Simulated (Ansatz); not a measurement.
# AsH (triplet): from Hartree-Fock to the top rungs, aug-cc-pVTZ

One table from this session's results is given with a row withheld; the runs are named, their logs left out.

Method: aug-cc-pVTZ, core rule «outside noble gas», up to 14 orbitals frozen; program: Ansatz 0.2.0, Gaussian basis.

To be run: UHF; CCSD(T) on ROHF; CCSD(T) on UHF; BCCD(T) on ROHF; CCSDT(Q) on ROHF; CCSDT(Q) on UHF; CASSCF and MRCISD+Q, 6 electrons in 5 orbitals; CASSCF and MRCISD+Q(relaxed), 6 electrons in 5 orbitals; CASSCF and NEVPT2, 6 electrons in 5 orbitals.

5 further runs of the same task are left out: 1 that didn't finish, 4 set aside as unsound or not needed.

## What is computed

The geometry is a PBE0/def2-TZVP stationary point (not a proven minimum) of the parent state, kept for this charge and spin. No spin-orbit coupling is included. The filled d shell of As may be among the frozen orbitals whatever the setting's name suggests; the logs give the count.

2 atoms, charge 0, spin multiplicity 3.

Atoms are counted from 1 here; the program's logs count them from 0.

Bond lengths: As1–H2 1.529 Å.

Geometry (Å):

```xyz
2
AsH
As    0.00000    0.00000    0.00000
H     0.00000    0.00000    1.52940
```

Set-up of the first run:

in.yaml

```yaml
crystal:
  periodic: [false, false, false]
  atoms:
    - {symbol: As, position_ang: [0.000000, 0.000000, 0.000000]}
    - {symbol: H, position_ang: [0.000000, 0.000000, 1.529400]}
basis:
  gaussian: {orbitals: aug-cc-pVTZ}
magnetization: {spin_polarized: true, initial_magnetization: 2}
hamiltonian: {xc: hf}
output: {orbitals: {seedname: orbitals}}
```

Command:

```sh
> ansatz run in.yaml --threads 1 --pin off --events-out ev --progress --plain --max-ram 3956MiB --backend cpu
```

Among the steps run: UHF; CCSD(T) on ROHF; CCSD(T) on UHF; BCCD(T) on ROHF; CCSDT(Q) on ROHF; CCSDT(Q) on UHF; CASSCF and MRCISD+Q, 6 electrons in 5 orbitals; CASSCF and MRCISD+Q(relaxed), 6 electrons in 5 orbitals; CASSCF and NEVPT2, 6 electrons in 5 orbitals.

One of the session's tables, all rows but one given; the rest of the session is left out.

| method | from UCCSDT(Q) (meV) |
| --- | --- |
| ROHF | +3520.1 |
| UHF | +3352.9 |
| RMP2 | +670.7 |
| UMP2 | +692.0 |
| RCCSD | +144.8 |
| UCCSD | +130.6 |
| RCCSD(T) | +32.9 |
| UCCSD(T) | ? |
| BCCD(T) | +32.9 |
| RCCSDT | +12.8 |
| UCCSDT | +2.9 |
| RCCSDT(Q) | +9.7 |
| UCCSDT(Q) | 0 |
| CASSCF valence | +2968.2 |
| NEVPT2 valence | +678.3 |
| MRCISD valence | +185.7 |
| MRCISD+Q valence | +22.7 |
| MRCISD+Q(relaxed) valence | +14.5 |

Q: Estimate the row for UCCSD(T) from the others.

As computed: from UCCSDT(Q) (meV): +23.5. In the column «from UCCSDT(Q) (meV)» it lies between MRCISD+Q valence (+22.7) and RCCSD(T) (+32.9).

To keep in mind: Restricted and unrestricted rows rest on different reference determinants; where their highest levels disagree by more than a few hundredths of an eV, they describe different states and don't form one ladder.
